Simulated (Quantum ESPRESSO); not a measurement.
A run of Quantum ESPRESSO 7.5:

Contents of pw.in:

```
&CONTROL
  calculation = 'scf'
  prefix = 'pwscf'
  outdir = './tmp'
  pseudo_dir = './pseudo'
  tprnfor = .true.
  tstress = .true.
  disk_io = 'low'
/
&SYSTEM
  ibrav = 0
  nat = 2
  ntyp = 2
  ecutwfc = 45
  ecutrho = 360
  nbnd = 13
  occupations = 'smearing'
  smearing = 'mp'
  degauss = 0.01999163
/
&ELECTRONS
  conv_thr = 4d-10
  electron_maxstep = 120
  mixing_beta = 0.5
/
ATOMIC_SPECIES
Hf   178.4900 hf_pbesol_v1.uspp.F.UPF
B     10.8100 b_pbesol_v1.4.uspp.F.UPF
CELL_PARAMETERS angstrom
   0.0000000000    2.3100000000    2.3100000000
   2.3100000000    0.0000000000    2.3100000000
   2.3100000000    2.3100000000    0.0000000000
ATOMIC_POSITIONS crystal
Hf     0.5000000000    0.5000000000    0.5000000000
B      0.0000000000    0.0000000000    0.0000000000
K_POINTS automatic
8 8 8 0 0 0
```

The input relax.in:

```
&CONTROL
  calculation = 'vc-relax'
  prefix = 'pwscf'
  outdir = './tmp'
  pseudo_dir = './pseudo'
  tprnfor = .true.
  tstress = .true.
  disk_io = 'low'
  nstep = 40
  forc_conv_thr = 0.0001
  etot_conv_thr = 1d-06
/
&SYSTEM
  ibrav = 0
  nat = 2
  ntyp = 2
  ecutwfc = 45
  ecutrho = 360
  nbnd = 13
  occupations = 'smearing'
  smearing = 'mp'
  degauss = 0.01999163
/
&ELECTRONS
  conv_thr = 4d-10
  electron_maxstep = 120
  mixing_beta = 0.5
/
&IONS
  ion_dynamics = 'bfgs'
/
&CELL
  cell_dynamics = 'bfgs'
  press = 0
  press_conv_thr = 0.2
/
ATOMIC_SPECIES
Hf   178.4900 hf_pbesol_v1.uspp.F.UPF
B     10.8100 b_pbesol_v1.4.uspp.F.UPF
CELL_PARAMETERS angstrom
   0.0000000000    2.3100000000    2.3100000000
   2.3100000000    0.0000000000    2.3100000000
   2.3100000000    2.3100000000    0.0000000000
ATOMIC_POSITIONS crystal
Hf     0.5000000000    0.5000000000    0.5000000000
B      0.0000000000    0.0000000000    0.0000000000
K_POINTS automatic
8 8 8 0 0 0
```

File scf2.in:

```
&CONTROL
  calculation = 'scf'
  prefix = 'pwscf'
  outdir = './tmp'
  pseudo_dir = './pseudo'
  tprnfor = .true.
  tstress = .true.
  disk_io = 'low'
/
&SYSTEM
  ibrav = 0
  nat = 2
  ntyp = 2
  ecutwfc = 45
  ecutrho = 360
  nbnd = 13
  occupations = 'smearing'
  smearing = 'mp'
  degauss = 0.01999163
/
&ELECTRONS
  conv_thr = 1d-13
  electron_maxstep = 120
  mixing_beta = 0.5
  startingpot = 'file'
  startingwfc = 'file'
/
ATOMIC_SPECIES
Hf   178.4900 hf_pbesol_v1.uspp.F.UPF
B     10.8100 b_pbesol_v1.4.uspp.F.UPF
CELL_PARAMETERS angstrom
   0.0000000000    2.3967560009    2.3967560009
   2.3967560009    0.0000000000    2.3967560009
   2.3967560009    2.3967560009    0.0000000000
ATOMIC_POSITIONS crystal
Hf     0.5000000000    0.5000000000    0.5000000000
B      0.0000000000    0.0000000000    0.0000000000
K_POINTS automatic
8 8 8 0 0 0
```

Contents of dense.in:

```
&CONTROL
  calculation = 'scf'
  prefix = 'pwscf'
  outdir = './tmp'
  pseudo_dir = './pseudo'
  tprnfor = .true.
  tstress = .true.
  disk_io = 'low'
/
&SYSTEM
  ibrav = 0
  nat = 2
  ntyp = 2
  ecutwfc = 45
  ecutrho = 360
  nbnd = 13
  occupations = 'smearing'
  smearing = 'mp'
  degauss = 0.01999163
  la2F = .true.
/
&ELECTRONS
  conv_thr = 1d-12
  electron_maxstep = 120
  mixing_beta = 0.5
  startingpot = 'file'
/
ATOMIC_SPECIES
Hf   178.4900 hf_pbesol_v1.uspp.F.UPF
B     10.8100 b_pbesol_v1.4.uspp.F.UPF
CELL_PARAMETERS angstrom
   0.0000000000    2.3967560009    2.3967560009
   2.3967560009    0.0000000000    2.3967560009
   2.3967560009    2.3967560009    0.0000000000
ATOMIC_POSITIONS crystal
Hf     0.5000000000    0.5000000000    0.5000000000
B      0.0000000000    0.0000000000    0.0000000000
K_POINTS automatic
24 24 24 0 0 0
```

File scf3.in:

```
&CONTROL
  calculation = 'scf'
  prefix = 'pwscf'
  outdir = './tmp'
  pseudo_dir = './pseudo'
  tprnfor = .true.
  tstress = .true.
  disk_io = 'low'
/
&SYSTEM
  ibrav = 0
  nat = 2
  ntyp = 2
  ecutwfc = 45
  ecutrho = 360
  nbnd = 13
  occupations = 'smearing'
  smearing = 'mp'
  degauss = 0.01999163
/
&ELECTRONS
  conv_thr = 1d-12
  electron_maxstep = 120
  mixing_beta = 0.5
  startingpot = 'file'
/
ATOMIC_SPECIES
Hf   178.4900 hf_pbesol_v1.uspp.F.UPF
B     10.8100 b_pbesol_v1.4.uspp.F.UPF
CELL_PARAMETERS angstrom
   0.0000000000    2.3967560009    2.3967560009
   2.3967560009    0.0000000000    2.3967560009
   2.3967560009    2.3967560009    0.0000000000
ATOMIC_POSITIONS crystal
Hf     0.5000000000    0.5000000000    0.5000000000
B      0.0000000000    0.0000000000    0.0000000000
K_POINTS automatic
8 8 8 0 0 0
```

File ph.in:

```
phonon_bands of HfB
&INPUTPH
  prefix = 'pwscf'
  outdir = './tmp'
  tr2_ph = 1d-18
  fildyn = 'dyn'
  niter_ph = 90
  alpha_mix(1) = 0.4
  ldisp = .true.
  nq1 = 4
  nq2 = 4
  nq3 = 4
  electron_phonon = 'interpolated'
  el_ph_sigma = 0.005
  el_ph_nsigma = 10
  fildvscf = 'dvscf'
/
```

File q2r.in:

```
&INPUT
  fildyn = 'dyn'
  zasr = 'crystal'
  flfrc = 'fc'
  la2F = .true.
/
```

The input matdyn.in:

```
&INPUT
  asr = 'crystal'
  flfrc = 'fc'
  flfrq = 'freq'
  q_in_cryst_coord = .true.
  flvec = ' '
/
80
 0.0000000000  0.0000000000  0.0000000000
 0.0454545455  0.0000000000  0.0454545455
 0.0909090909  0.0000000000  0.0909090909
 0.1363636364  0.0000000000  0.1363636364
 0.1818181818  0.0000000000  0.1818181818
 0.2272727273  0.0000000000  0.2272727273
 0.2727272727  0.0000000000  0.2727272727
 0.3181818182  0.0000000000  0.3181818182
 0.3636363636  0.0000000000  0.3636363636
 0.4090909091  0.0000000000  0.4090909091
 0.4545454545  0.0000000000  0.4545454545
 0.5000000000  0.0000000000  0.5000000000
 0.5000000000  0.0500000000  0.5500000000
 0.5000000000  0.1000000000  0.6000000000
 0.5000000000  0.1500000000  0.6500000000
 0.5000000000  0.2000000000  0.7000000000
 0.5000000000  0.2500000000  0.7500000000
 0.4687500000  0.2812500000  0.7500000000
 0.4375000000  0.3125000000  0.7500000000
 0.4062500000  0.3437500000  0.7500000000
 0.3750000000  0.3750000000  0.7500000000
 0.3461538462  0.3461538462  0.6923076923
 0.3173076923  0.3173076923  0.6346153846
 0.2884615385  0.2884615385  0.5769230769
 0.2596153846  0.2596153846  0.5192307692
 0.2307692308  0.2307692308  0.4615384615
 0.2019230769  0.2019230769  0.4038461538
 0.1730769231  0.1730769231  0.3461538462
 0.1442307692  0.1442307692  0.2884615385
 0.1153846154  0.1153846154  0.2307692308
 0.0865384615  0.0865384615  0.1730769231
 0.0576923077  0.0576923077  0.1153846154
 0.0288461538  0.0288461538  0.0576923077
 0.0000000000  0.0000000000  0.0000000000
 0.0454545455  0.0454545455  0.0454545455
 0.0909090909  0.0909090909  0.0909090909
 0.1363636364  0.1363636364  0.1363636364
 0.1818181818  0.1818181818  0.1818181818
 0.2272727273  0.2272727273  0.2272727273
 0.2727272727  0.2727272727  0.2727272727
 0.3181818182  0.3181818182  0.3181818182
 0.3636363636  0.3636363636  0.3636363636
 0.4090909091  0.4090909091  0.4090909091
 0.4545454545  0.4545454545  0.4545454545
 0.5000000000  0.5000000000  0.5000000000
 0.5178571429  0.4642857143  0.5178571429
 0.5357142857  0.4285714286  0.5357142857
 0.5535714286  0.3928571429  0.5535714286
 0.5714285714  0.3571428571  0.5714285714
 0.5892857143  0.3214285714  0.5892857143
 0.6071428571  0.2857142857  0.6071428571
 0.6250000000  0.2500000000  0.6250000000
 0.5937500000  0.2500000000  0.6562500000
 0.5625000000  0.2500000000  0.6875000000
 0.5312500000  0.2500000000  0.7187500000
 0.5000000000  0.2500000000  0.7500000000
 0.5000000000  0.2750000000  0.7250000000
 0.5000000000  0.3000000000  0.7000000000
 0.5000000000  0.3250000000  0.6750000000
 0.5000000000  0.3500000000  0.6500000000
 0.5000000000  0.3750000000  0.6250000000
 0.5000000000  0.4000000000  0.6000000000
 0.5000000000  0.4250000000  0.5750000000
 0.5000000000  0.4500000000  0.5500000000
 0.5000000000  0.4750000000  0.5250000000
 0.5000000000  0.5000000000  0.5000000000
 0.4861111111  0.4861111111  0.5277777778
 0.4722222222  0.4722222222  0.5555555556
 0.4583333333  0.4583333333  0.5833333333
 0.4444444444  0.4444444444  0.6111111111
 0.4305555556  0.4305555556  0.6388888889
 0.4166666667  0.4166666667  0.6666666667
 0.4027777778  0.4027777778  0.6944444444
 0.3888888889  0.3888888889  0.7222222222
 0.3750000000  0.3750000000  0.7500000000
 0.6250000000  0.2500000000  0.6250000000
 0.5937500000  0.1875000000  0.5937500000
 0.5625000000  0.1250000000  0.5625000000
 0.5312500000  0.0625000000  0.5312500000
 0.5000000000  0.0000000000  0.5000000000
```

The input matdyn_dos.in:

```
&INPUT
  asr = 'crystal'
  flfrc = 'fc'
  dos = .true.
  fldos = 'phdos'
  nk1 = 12
  nk2 = 12
  nk3 = 12
  deltaE = 1
  flvec = ' '
  flfrq = ' '
/
```

The input matdyn_a2f.in:

```
&INPUT
  asr = 'crystal'
  flfrc = 'fc'
  la2F = .true.
  dos = .true.
  fldos = 'dos2'
  nk1 = 10
  nk2 = 10
  nk3 = 10
  ndos = 60
  el_ph_nsigma = 10
  flfrq = 'dosfreq2'
  flvec = ' '
/
```

File matdyn_mesh.in:

```
&INPUT
  asr = 'crystal'
  flfrc = 'fc'
  flfrq = 'mesh'
  q_in_cryst_coord = .true.
  flvec = ' '
/
1000
 0.05000000  0.05000000  0.05000000
 0.05000000  0.05000000  0.15000000
 0.05000000  0.05000000  0.25000000
[... 997 further points of the even 10 x 10 x 10 mesh, shifted by half a step ...]
```

Potentials or basis: GBRV 1.5 PBEsol.

Run with:

```bash
$ OMP_NUM_THREADS=1 mpirun -n 4 pw.x -nk 4 -in pw.in > pw.out
$ OMP_NUM_THREADS=1 mpirun -n 4 pw.x -nk 4 -in relax.in > relax.out
$ OMP_NUM_THREADS=1 mpirun -n 4 pw.x -nk 4 -in scf2.in > scf2.out
$ OMP_NUM_THREADS=1 mpirun -n 4 pw.x -nk 4 -in dense.in > dense.out
$ OMP_NUM_THREADS=1 mpirun -n 4 pw.x -nk 4 -in scf3.in > scf3.out
$ OMP_NUM_THREADS=1 mpirun -n 4 ph.x -nk 4 -in ph.in > ph.out
$ OMP_NUM_THREADS=1 mpirun -n 1 q2r.x -in q2r.in > q2r.out
$ OMP_NUM_THREADS=1 mpirun -n 1 matdyn.x -in matdyn.in > matdyn.out
$ OMP_NUM_THREADS=1 mpirun -n 1 matdyn.x -in matdyn_dos.in > matdyn_dos.out
$ OMP_NUM_THREADS=1 mpirun -n 1 matdyn.x -in matdyn_a2f.in > matdyn_a2f.out
$ OMP_NUM_THREADS=1 mpirun -n 1 matdyn.x -in matdyn_mesh.in > matdyn_mesh.out
```

Hardware: 4 MPI ranks on Arm Neoverse V2, with other jobs on the host.

**Question.** How long does it take, and how much memory?

**Answer.** Wall time 18 min on 4 MPI ranks on Arm Neoverse V2, with other jobs on the host, peak memory 0.48 GiB a rank. Counts: scf iterations 69, k pools 4, bands 13, ion steps 5, k points 29, g dense 19195.
